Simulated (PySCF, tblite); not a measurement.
# C₄H₃FN₂: geometry, infrared bands, NMR shifts and spin-spin couplings

Aim: predict the infrared bands, NMR shifts and spin-spin couplings of C₄H₃FN₂ (`Fc1ccnnc1`).

The runs use tblite 0.8.0 and PySCF 2.14.0, with density-fitted response routines of our own; the level of theory stands in each step. All values are computed, except where a source is named. Atoms count from 0, in the outputs and in this text.

## Step 1: The molecule as given

10 atoms, charge 0, multiplicity 1; geometry from: force field or distance geometry start.

Bonds of the start (Å): F0–C1 1.33, C1–C2 1.39, C2–C3 1.36, C3–N4 1.36, N4–N5 1.37, N5–C6 1.35, C6–C1 1.38, C2–H7 1.09, C3–H8 1.09, C6–H9 1.09.

## Step 2: Relaxing the molecule with GFN2-xTB

The job: settings as JSON, then the geometry in Å.

```
{"job": {"kind": "relax", "xc": "GFN2-xTB", "basis": "xTB"}, "charge": 0, "multiplicity": 1}
F     -1.580400     1.712000     0.144300
C     -0.767700     0.669100     0.049300
C      0.613700     0.856600     0.038600
C      1.398900    -0.254700    -0.063100
N      0.889600    -1.513400    -0.110500
N     -0.465900    -1.694200    -0.096300
C     -1.265200    -0.613200    -0.010200
H      1.033100     1.859500     0.089500
H      2.486700    -0.202700    -0.077900
H     -2.333800    -0.814400     0.013800
```

Command:

```
> OMP_NUM_THREADS=1 python probes_run.py task.json out
```

The driver reads the jobs from task.json and runs them one after another.

The program printed:

```text
step      E/eV     max force
  0    -560.90219    2.984
  1    -561.09872    0.831
  2    -561.11270    0.426
  3    -561.11859    0.251
  4    -561.12302    0.199
  5    -561.12502    0.112
  6    -561.12641    0.117
  7    -561.12716    0.065
  8    -561.12742    0.032
  9    -561.12751    0.022
 10    -561.12758    0.022
 11    -561.12762    0.016
 12    -561.12763    0.006
```

Run time: 0.04 s. Hardware: 1 thread of Arm Neoverse V2, shared host.

Along the way:

| step | energy from step 0 (eV) | largest force (eV/Å) |
| --- | --- | --- |
| 0 | 0.0000 | 2.9837 |
| 1 | -0.1965 | 0.8313 |
| 2 | -0.2105 | 0.4260 |
| 3 | -0.2164 | 0.2509 |
| 4 | -0.2208 | 0.1989 |
| 5 | -0.2228 | 0.1122 |
| 6 | -0.2242 | 0.1174 |
| 7 | -0.2250 | 0.0646 |
| 8 | -0.2252 | 0.0316 |
| 9 | -0.2253 | 0.0221 |
| 10 | -0.2254 | 0.0217 |
| 11 | -0.2254 | 0.0163 |
| 12 | -0.2254 | 0.0059 |

Close pairs (by a distance rule), those that changed most:

| bond | before (Å) | after (Å) | change (Å) |
| --- | --- | --- | --- |
| N4–N5 | 1.368 | 1.296 | -0.071 |
| C3–N4 | 1.359 | 1.318 | -0.041 |
| N5–C6 | 1.347 | 1.317 | -0.030 |
| C2–C3 | 1.365 | 1.394 | +0.030 |
| C1–C6 | 1.377 | 1.394 | +0.018 |
| C1–C2 | 1.394 | 1.380 | -0.014 |
| F0–C1 | 1.326 | 1.340 | +0.014 |
| C2–H7 | 1.088 | 1.078 | -0.010 |

The final coordinates are the input of the step that follows.

## Step 3: Infrared spectrum with GFN2-xTB

The job: settings as JSON, then the geometry in Å.

```
{"job": {"kind": "ir", "xc": "GFN2-xTB", "basis": "xTB"}, "charge": 0, "multiplicity": 1}
F     -1.600236     1.716088     0.142861
C     -0.756223     0.678923     0.058025
C      0.608955     0.877133     0.035853
C      1.378889    -0.281805    -0.055712
N      0.855461    -1.490012    -0.115948
N     -0.429844    -1.656758    -0.092103
C     -1.244751    -0.625276    -0.008567
H      1.041755     1.863481     0.086756
H      2.458049    -0.238787    -0.080559
H     -2.303172    -0.838334     0.006867
```

The program printed:

```text
mode    cm-1     km/mol
  1     194.3     15.28
  2     331.5      5.34
  3     368.3     13.47
  4     479.1      0.53
  5     497.4      4.44
  6     636.6      1.14
  7     718.7      0.35
  8     820.2     23.58
  9     843.8     45.08
 10     900.1      0.02
 11     921.0      0.85
 12    1030.2      2.55
 13    1076.0      9.35
 14    1104.7     21.62
 15    1187.3     59.42
 16    1217.1      0.68
 17    1246.2     77.20
 18    1354.8     34.44
 19    1423.4     13.90
 20    1525.6     79.93
 21    1542.9     38.75
 22    3083.0     10.03
 23    3093.2      4.30
 24    3104.0      9.44
```

Wall time 0.15 s (1 thread of Arm Neoverse V2, shared host).

Which atoms move in the most intense modes:

| cm⁻¹ | km/mol | atoms |
| --- | --- | --- |
| 820 | 23.6 | H7 35 %, H8 18 %, H9 17 % |
| 844 | 45.1 | F0 26 %, C3 19 %, N5 19 %, N4 11 % |
| 1105 | 21.6 | H8 25 %, H9 23 %, H7 22 %, N4 12 % |
| 1187 | 59.4 | N5 26 %, H9 23 %, C1 17 % |
| 1246 | 77.2 | C1 33 %, C3 14 %, H8 12 % |
| 1355 | 34.4 | C6 19 %, C1 19 %, N5 15 %, C2 14 % |
| 1526 | 79.9 | C6 29 %, C3 23 %, C2 16 %, C1 12 % |
| 1543 | 38.8 | C1 40 %, C2 29 %, N4 11 % |

## Step 4: Nuclear shieldings: PBE0/pcSseg-1

Settings changed since step 3:

```diff
@@ -1,2 +1,2 @@
-{"job": {"kind": "ir", "xc": "GFN2-xTB", "basis": "xTB"}, "charge": 0, "multiplicity": 1}
+{"job": {"kind": "nmr", "xc": "PBE0", "basis": "pcSseg-1"}, "charge": 0, "multiplicity": 1}
 F     -1.600236     1.716088     0.142861
```

Level: GIAO PBE0/pcSseg-1 NMR shielding, non-relativistic, gas phase.

The program printed:

```text
coarse grid: 9416 points
cycle   1  E = -362.9948902893  dE =  1.382e+00  |g| = 4.834e-01  |ddm| = 3.177e+00
cycle   2  E = -362.9582306809  dE =  3.666e-02  |g| = 6.664e-01  |ddm| = 1.008e+00
cycle   3  E = -363.0364081311  dE = -7.818e-02  |g| = 1.118e-01  |ddm| = 5.955e-01
cycle   4  E = -363.0384563589  dE = -2.048e-03  |g| = 5.973e-02  |ddm| = 1.214e-01
cycle   5  E = -363.0392994350  dE = -8.431e-04  |g| = 8.733e-03  |ddm| = 6.682e-02
cycle   6  E = -363.0393109420  dE = -1.151e-05  |g| = 4.552e-03  |ddm| = 1.170e-02
cycle   7  E = -363.0393156376  dE = -4.696e-06  |g| = 6.897e-04  |ddm| = 3.882e-03
final grid: 94536 points
cycle   8  E = -363.0837553039  dE = -2.872e-05  |g| = 6.090e-03  |ddm| = 3.297e-02
cycle   9  E = -363.0837484312  dE =  6.873e-06  |g| = 8.693e-03  |ddm| = 1.464e-02
cycle  10  E = -363.0837634508  dE = -1.502e-05  |g| = 1.379e-03  |ddm| = 8.452e-03
cycle  11  E = -363.0837638598  dE = -4.091e-07  |g| = 4.379e-04  |ddm| = 1.523e-03
cycle  12  E = -363.0837639006  dE = -4.078e-08  |g| = 1.337e-04  |ddm| = 4.727e-04
cycle  13  E = -363.0837639036  dE = -3.035e-09  |g| = 2.456e-05  |ddm| = 1.155e-04
cycle  14  E = -363.0837639037  dE = -7.651e-11  |g| = 1.571e-05  |ddm| = 3.047e-05
converged SCF energy = -363.0837639037

GIAO shielding tensors (ppm)
atom      isotropic    diamagn.    paramagn.     s11        s22        s33       span
  0 F      294.440     474.850    -180.410    225.337    291.788    366.193    140.856
  1 C       14.793     253.274    -238.481    -76.846     25.091     96.135    172.981
  2 C       69.870     258.156    -188.286    -27.056     63.506    173.159    200.215
  3 C       31.134     250.791    -219.657    -91.908     42.391    142.918    234.826
  4 N     -190.695     322.076    -512.771   -633.726   -196.889    258.529    892.255
  5 N     -213.483     322.235    -535.718   -670.149   -207.986    237.684    907.833
  6 C       39.848     252.406    -212.557    -73.552     50.899    142.198    215.750
  7 H       24.507      30.740      -6.233     21.433     23.325     28.763      7.330
  8 H       22.151      29.362      -7.212     19.240     19.573     27.639      8.398
  9 H       22.079      29.081      -7.002     18.429     19.894     27.914      9.484
```

Run time: 13 s. Hardware: 1 thread of Arm Neoverse V2, shared host; peak memory 0.62 GiB.

The references, computed at this level on geometries of the same kind, shield at (ppm): 1H TMS 31.72, 13C TMS 186.9, 19F CFCl3 170.9, 15N NH3 267.7. Their shielding less the atom's gives the shift. The references are single molecules in the gas phase, so shifts against H2O, NH3, PH3, H3PO4 or CFCl3 are not on the usual liquid scales and can be off by tens of ppm.

| atoms | environment | σ (ppm) | δ (ppm) | δ scaled to CDCl3 |
| --- | --- | --- | --- | --- |
| C1 | aromatic carbon bearing fluorine | 14.8 | 172.1 | 166.1 |
| C3 | aromatic CH next to a ring nitrogen | 31.1 | 155.8 | 150.1 |
| C6 | aromatic CH next to a ring nitrogen | 39.8 | 147.1 | 141.6 |
| C2 | aromatic CH | 69.9 | 117.1 | 112.3 |
| H9 | hydrogen on an aromatic CH next to a ring nitrogen | 22.08 | 9.64 | 9.19 |
| H8 | hydrogen on an aromatic CH next to a ring nitrogen | 22.15 | 9.57 | 9.12 |
| H7 | hydrogen on an aromatic CH | 24.51 | 7.21 | 6.90 |
| F0 | aryl fluorine | 294.4 | -123.5 | – |
| N5 | pyridine-type ring nitrogen | -213.5 | 481.2 | – |
| N4 | pyridine-type ring nitrogen | -190.7 | 458.4 | – |

The scaled column applies a straight-line fit of computed shieldings to shifts measured in CDCl3, and one for carbons that bear F (root-mean-square error 0.16 ppm for H, 1.9 ppm for C).

The run also stored atomic charges by several schemes (e):

| atoms | Mulliken | IAO | Hirshfeld | ESP fit |
| --- | --- | --- | --- | --- |
| F0 | -0.26 | -0.25 | -0.07 | -0.19 |
| C1 | 0.29 | 0.30 | 0.10 | 0.30 |
| C2 | -0.17 | -0.20 | -0.05 | -0.42 |
| C3 | 0.13 | -0.02 | 0.02 | 0.46 |
| N4 | -0.23 | -0.16 | -0.11 | -0.37 |
| N5 | -0.22 | -0.14 | -0.10 | -0.29 |
| C6 | 0.08 | -0.07 | 0.00 | 0.26 |

Mayer bond orders: F0–C1 0.95, C1–C2 1.45, C2–C3 1.32, C3–N4 1.51, N4–N5 1.32, N5–C6 1.50, C6–C1 1.30.

Ring of atoms C1, C2, C3, N4, N5, C6: NICS(0) -7.6, NICS(1) -11.7, NICS(1)zz -28.8 ppm (means of both faces).

Orbitals, density, ELF and potential are computed afterwards from the orbital file.

Frontier orbitals at PBE0/pcSseg-1, with the share of their density that lies nearest to each atom:

| orbital | energy (eV) | lies on |
| --- | --- | --- |
| HOMO | -7.02 | N4, N5 about 40 % each; C3, C6 about 7 % each |
| LUMO | -1.63 | N5 28 %; C2 23 %; C1 12 % |

ELF in a plane through or near 10 of the atoms.

Ten even steps from ' ' (0.00) to '@' (1.00):
```
                                                        
                                                        
                                                        
                  ..--::        ::::..                  
                ++@@@@@@**    ::##%%##++::              
              ::%%@@@@@@%%::  ::%%##**%%**::            
                ++@@@@@@%%==::::##++==%%##::            
                  ++%%++::**%%==++##****==..            
          ..::..  --**..**++##--====::                  
        --@@@@%%##++%%@@++++++--**%%==....::..          
      ..##@@@@@@@@..**----  ..====--++@@@@@@@@==        
        **@@@@@@@@==--##++::--**----**@@@@@@@@++        
        ..####++----##**++##****%%**++@@@@@@@@--        
                  ++##----%%--%%++**..::==**==          
                --%%@@@@##++##%%@@%%--                  
              ..++%%@@@@++..**@@@@@@**                  
                ..++**++    ::**%%##--                  
                              ..::..                    
                                                        
                                                        
```
The map spans 10.1 Å across and 8.8 Å up, centred on the molecule. Atoms in the plane (x, y in Å): F0 (1.5, 1.8), C1 (0.7, 0.7), C2 (-0.7, 0.8), C3 (-1.4, -0.4), N4 (-0.8, -1.5), N5 (0.5, -1.6), C6 (1.3, -0.6), H7 (-1.1, 1.8), H8 (-2.4, -0.4), H9 (2.3, -0.7).

On the surface of density 0.002 e/bohr³ the electrostatic potential runs, from the 1st to the 99th percentile, from -1.84 V near N4 to 1.56 V near H7.

## Step 5: J couplings: B3LYP/pcJ-1

Settings changed since step 4:

```diff
@@ -1,2 +1,2 @@
-{"job": {"kind": "nmr", "xc": "PBE0", "basis": "pcSseg-1"}, "charge": 0, "multiplicity": 1}
+{"job": {"kind": "j", "xc": "B3LYP", "basis": "pcJ-1"}, "charge": 0, "multiplicity": 1}
 F     -1.600236     1.716088     0.142861
```

Method: B3LYP/pcJ-1 indirect spin-spin coupling, non-relativistic, gas phase.

The program printed:

```text
coarse grid: 9416 points
cycle   1  E = -363.4206149205  dE =  1.295e+00  |g| = 5.259e-01  |ddm| = 3.120e+00
cycle   2  E = -363.3668123427  dE =  5.380e-02  |g| = 7.607e-01  |ddm| = 1.117e+00
cycle   3  E = -363.4652025331  dE = -9.839e-02  |g| = 1.378e-01  |ddm| = 6.608e-01
cycle   4  E = -363.4681343061  dE = -2.932e-03  |g| = 7.714e-02  |ddm| = 1.451e-01
cycle   5  E = -363.4695086539  dE = -1.374e-03  |g| = 1.359e-02  |ddm| = 8.174e-02
cycle   6  E = -363.4695400300  dE = -3.138e-05  |g| = 5.726e-03  |ddm| = 1.634e-02
cycle   7  E = -363.4695470836  dE = -7.054e-06  |g| = 1.246e-03  |ddm| = 4.918e-03
final grid: 94536 points
cycle   8  E = -363.5256488618  dE = -1.172e-04  |g| = 6.153e-03  |ddm| = 1.754e-02
cycle   9  E = -363.5256365307  dE =  1.233e-05  |g| = 9.971e-03  |ddm| = 1.351e-02
cycle  10  E = -363.5256556359  dE = -1.911e-05  |g| = 1.224e-03  |ddm| = 8.790e-03
cycle  11  E = -363.5256558246  dE = -1.887e-07  |g| = 8.895e-04  |ddm| = 1.601e-03
cycle  12  E = -363.5256559960  dE = -1.714e-07  |g| = 2.065e-04  |ddm| = 8.133e-04
cycle  13  E = -363.5256560041  dE = -8.109e-09  |g| = 3.367e-05  |ddm| = 1.985e-04
cycle  14  E = -363.5256560043  dE = -1.603e-10  |g| = 2.109e-05  |ddm| = 4.173e-05
converged SCF energy = -363.5256560043

Indirect spin-spin couplings (Hz)
  i      j    bonds     total        FC       PSO       DSO        SD
  0 F    1 C    1   -353.169  -338.041   -19.218     0.891     3.198
  0 F    2 C    2      4.600    20.512   -20.284    -0.154     4.525
  0 F    3 C    3     -3.390    -5.982     4.133    -0.349    -1.191
  0 F    4 N    4    -18.833    -7.067    -5.547     0.151    -6.371
  0 F    5 N    3      3.138     9.319    -5.322     0.157    -1.016
  0 F    6 C    2      3.022    16.053   -16.623    -0.099     3.691
  0 F    7 H    3      9.841    14.522    -3.580    -0.251    -0.850
  0 F    8 H    4      8.819     8.078     2.364    -1.489    -0.134
  0 F    9 H    3     -0.754     2.093    -1.950    -0.207    -0.690
  1 C    2 C    1     69.401    76.259    -7.176     0.318         -
  1 C    3 C    2     -1.448    -1.649     0.155     0.046         -
  1 C    4 N    3    -10.645    -8.865    -0.292    -0.003    -1.485
  1 C    5 N    2      2.692     2.783    -0.532    -0.002     0.443
  1 C    6 C    1     66.435    72.685    -6.590     0.340         -
  1 C    7 H    2     -5.028    -3.891    -0.927    -0.210         -
  1 C    8 H    3      9.390     9.491     0.335    -0.436         -
  1 C    9 H    2      1.685     2.539    -0.668    -0.186         -
  2 C    3 C    1     53.644    60.518    -7.136     0.262         -
  2 C    4 N    2      0.910     1.056    -0.558     0.016     0.395
  2 C    5 N    3     -8.184    -5.867    -0.769     0.012    -1.561
  2 C    6 C    2      1.747     1.063     0.682     0.002         -
  2 C    7 H    1    175.441   174.589    -0.098     0.949         -
  2 C    8 H    2      8.600     9.610    -0.693    -0.317         -
  2 C    9 H    3      3.674     3.585     0.624    -0.535         -
  3 C    4 N    1      8.595     2.460     6.878    -0.095    -0.648
  3 C    5 N    2      6.184     5.750    -0.072     0.030     0.476
  3 C    6 C    3     15.548    14.764     0.785    -0.000         -
  3 C    7 H    2      1.609     2.833    -0.921    -0.303         -
  3 C    8 H    1    193.707   193.227    -0.485     0.965         -
  3 C    9 H    4     -1.654    -1.713     0.564    -0.505         -
  4 N    5 N    1    -25.311   -19.107    -5.925     0.038    -0.317
  4 N    6 C    2      5.345     4.328     0.428     0.029     0.560
  4 N    7 H    3     -0.656    -0.641    -0.247     0.223     0.009
  4 N    8 H    2    -13.123   -14.592     1.358     0.112    -0.000
  4 N    9 H    3     -4.428    -4.834     0.109     0.267     0.030
  5 N    6 C    1      8.917     2.388     7.223    -0.100    -0.594
  5 N    7 H    4     -1.033    -0.863    -0.382     0.208     0.005
  5 N    8 H    3     -4.534    -4.832     0.001     0.271     0.026
  5 N    9 H    2    -13.133   -14.744     1.492     0.111     0.009
  6 C    7 H    3      2.783     2.685     0.610    -0.512         -
  6 C    8 H    4     -1.633    -1.590     0.458    -0.501         -
  6 C    9 H    1    195.873   195.297    -0.486     1.062         -
  7 H    8 H    3      6.400     6.583     0.349    -0.532         -
  7 H    9 H    4      3.094     3.200     1.983    -2.090         -
  8 H    9 H    5      0.734     0.892     1.915    -2.072         -
```

It took 33 s on 1 thread of Arm Neoverse V2, shared host; peak memory 0.82 GiB.

A choice of the couplings up to four bonds, sorted by the number of bonds; isotopes 13C, 19F, 1H, 15N:

| pair | bonds | J (Hz) | Fermi contact (Hz) | dihedral (°) |
| --- | --- | --- | --- | --- |
| F0–C1 | 1 | -353.2 | -338.0 | – |
| C6–H9 | 1 | 195.9 | 195.3 | – |
| C3–H8 | 1 | 193.7 | 193.2 | – |
| C2–H7 | 1 | 175.4 | 174.6 | – |
| C1–C2 | 1 | 69.4 | 76.3 | – |
| C1–C6 | 1 | 66.4 | 72.7 | – |
| C2–C3 | 1 | 53.6 | 60.5 | – |
| N4–N5 | 1 | -25.3 | -19.1 | – |
| N5–C6 | 1 | 8.9 | 2.4 | – |
| N5–H9 | 2 | -13.1 | -14.7 | – |
| N4–H8 | 2 | -13.1 | -14.6 | – |
| C2–H8 | 2 | 8.6 | 9.6 | – |
| C3–N5 | 2 | 6.2 | 5.8 | – |
| N4–C6 | 2 | 5.3 | 4.3 | – |
| C1–H7 | 2 | -5.0 | -3.9 | – |
| F0–C2 | 2 | 4.6 | 20.5 | – |
| F0–C6 | 2 | 3.0 | 16.1 | – |
| C1–N5 | 2 | 2.7 | 2.8 | – |
| C3–C6 | 3 | 15.5 | 14.8 | – |
| C1–N4 | 3 | -10.6 | -8.9 | – |
| F0–H7 | 3 | 9.8 | 14.5 | 0 |
| C1–H8 | 3 | 9.4 | 9.5 | 180 |
| C2–N5 | 3 | -8.2 | -5.9 | – |
| H7–H8 | 3 | 6.4 | 6.6 | 0 |
| N5–H8 | 3 | -4.5 | -4.8 | 180 |
| N4–H9 | 3 | -4.4 | -4.8 | -180 |
| C2–H9 | 3 | 3.7 | 3.6 | 180 |
| F0–N4 | 4 | -18.8 | -7.1 | – |
| F0–H8 | 4 | 8.8 | 8.1 | – |
| H7–H9 | 4 | 3.1 | 3.2 | – |
| C3–H9 | 4 | -1.7 | -1.7 | – |
| C6–H8 | 4 | -1.6 | -1.6 | – |
| N5–H7 | 4 | -1.0 | -0.9 | – |

The spin-dipole term was solved for some atoms only; pairs without it lack that part.

Quadrupole couplings from the field gradients of the same density:

| atom | isotope | eQq/h (MHz) | η |
| --- | --- | --- | --- |
| N5 | 14N | -6.413 | 0.19 |
| N4 | 14N | -6.260 | 0.11 |

Shifts (PBE0/pcSseg-1, unscaled) and these couplings together give the proton spectrum at 400 MHz below.

1H NMR δ 9.64 (d, J = 3.1 Hz, 1H), 9.57 (dd, J = 8.8, 6.4 Hz, 1H), 7.21 (ddd, J = 9.8, 6.4, 3.1 Hz, 1H).

## Step 6: What came out

| quantity | value |
| --- | --- |
| strongest single infrared mode (GFN2-xTB) | 1526 cm⁻¹, 80 km/mol |
| zero-point energy (GFN2-xTB) | 41.0 kcal/mol |
| 13C shifts against TMS (PBE0/pcSseg-1) | 172.1, 155.8, 147.1, 117.1 ppm |
| 1H shifts against TMS (PBE0/pcSseg-1) | 9.64, 9.57, 7.21 ppm |
| 19F shifts against CFCl3 (PBE0/pcSseg-1) | -123.5 ppm |
| 15N shifts against NH3 (PBE0/pcSseg-1) | 481.2, 458.4 ppm |
| surface potential, 1st and 99th percentile | -1.84 V and 1.56 V |
| largest coupling of the table (B3LYP/pcJ-1) | 1J(F,C) F0–C1, -353.2 Hz |

**Reading.** Over 12 steps the energy fell by 0.225 eV; of the close pairs, N4–N5 changed most, 1.368 to 1.296 Å. No mode is imaginary among the 24: a minimum at this level. The strongest single mode, at 1526 cm⁻¹, is carried by C6, C3, C2, C1. Unscaled tight-binding wavenumbers are off by several per cent, some by more. Its intensities can rank the bands wrongly. NICS(1)zz of -29 ppm above the planar ring from C1 marks a diatropic (aromatic) ring current. At PBE0/pcSseg-1, counted by nearest atom on the grid, the HOMO lies on N4, N5 about 40 % each; C3, C6 about 7 % each, the LUMO on N5 28 %; C2 23 %. In the run at B3LYP/pcJ-1, the largest coupling of the table is F0–C1, -353.2 Hz, of which the Fermi-contact term gives -338.0 Hz.
